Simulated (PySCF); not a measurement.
# H3O3Pb (Pb(OH)3-): the cost of one run

The runs use PySCF 2.14.0; PBE0, Pb def2-SVP with ECP60, O def2-SVP, H def2-SVP; scalar-relativistic core potentials, no spin–orbit coupling.

2 further runs of the same task are left out: 2 for a known fault of the program. Runs told in other sessions of the task aren't counted.

## Step 1: The system as given

7 atoms, charge -1, spin multiplicity 1.

Bond lengths: Pb1–O2 2.191 Å, Pb1–O4 2.191 Å, Pb1–O6 2.191 Å, O2–H3 0.969 Å, O4–H5 0.969 Å, O6–H7 0.969 Å. Angles: O2–Pb1–O4 88.0°, O2–Pb1–O6 88.0°, O4–Pb1–O6 88.0°, Pb1–O2–H3 96.4°, Pb1–O4–H5 96.4°, Pb1–O6–H7 96.4°.

Geometry (Å):

| atom | x (Å) | y (Å) | z (Å) |
| --- | --- | --- | --- |
| Pb1 | 0.0000 | 0.0000 | -0.2381 |
| O2 | 1.7433 | 0.2240 | 1.0692 |
| H3 | 1.5003 | -0.4742 | 1.6949 |
| O4 | -1.0656 | 1.3977 | 1.0692 |
| H5 | -0.3395 | 1.5364 | 1.6949 |
| O6 | -0.6777 | -1.6217 | 1.0692 |
| H7 | -1.1608 | -1.0622 | 1.6949 |

Formal oxidation states: Pb +2. An earlier session relaxed this geometry at PBE0, Pb def2-SVP with ECP60, O def2-SVP, H def2-SVP (singlet, point group C3).

Its energy there is -420.002451 Eh.

## Step 2: Multiplicity 3 at the relaxed geometry

File run.py (the lines that set the calculation):

```python
mol = gto.M(atom='''
Pb     0.00000     0.00000    -0.23813
O      1.74328     0.22399     1.06921
H      1.50033    -0.47420     1.69495
O     -1.06562     1.39773     1.06921
H     -0.33950     1.53643     1.69495
O     -0.67766    -1.62172     1.06921
H     -1.16084    -1.06223     1.69495''',
    basis={'Pb': 'def2-SVP', 'O': 'def2-SVP', 'H': 'def2-SVP'},
    ecp={'Pb': 'def2-SVP'},
    charge=-1, spin=2)
mf = dft.UKS(mol, xc='PBE0')
mf.grids.atom_grid = (50, 194)
mf = mf.density_fit()  # fitting sets: Pb def2-universal-JKFIT, O def2-universal-JKFIT, H def2-universal-JKFIT
mf.conv_tol = 1e-08; mf.max_cycle = 55
mf.kernel(dm0)  # dm0: free metal ions and neutral atoms
```

Command:

```sh
$ OMP_NUM_THREADS=2 python run.py
```

**Question.** How long does this run take on 2 threads of Arm Neoverse N1, shared host?

About 10 s.
